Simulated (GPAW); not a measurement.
The system is HfGe.

```
Hf Ge
1.0
     3.93351    0.00000    0.00000
    -1.96675    3.40652    0.00000
     0.00000    0.00000    3.50962
Hf Ge
1 1
Direct
  0.00000 0.00000 0.50000
  0.33333 0.66667 0.50000
```

The cell was built by a generator and needn't be a form met in nature.

Program: GPAW 26.7.0. Alike in all runs: task single point; potentials or basis the program's PAW data sets (release 1.2.1) made for this functional, pw; no spin polarisation; cell as given; k mesh 8 × 8 × 8; cutoff (eV) 600; smearing fermi-dirac 0.05 eV.

Order these runs on this cell by their pressure, lowest first.
A. level LDA+U; U Hf d U = 3 eV
B. level LDA+U; U Hf d U = 2 eV
C. level LDA+U; U Hf d U = 6 eV
D. level LDA
E. level LDA+U; U Hf d U = 1 eV

D (31.1 GPa), E (32.7 GPa), B (34.3 GPa), A (36.1 GPa), C (40.9 GPa).

Caveats: a pressure of tens of GPa on the cell as given is suspect, and the run, the potentials or the cell itself is likely at fault; U without spin polarisation on a metal has little footing (some runs); the U is typed as a test and isn't derived for this compound (some runs).
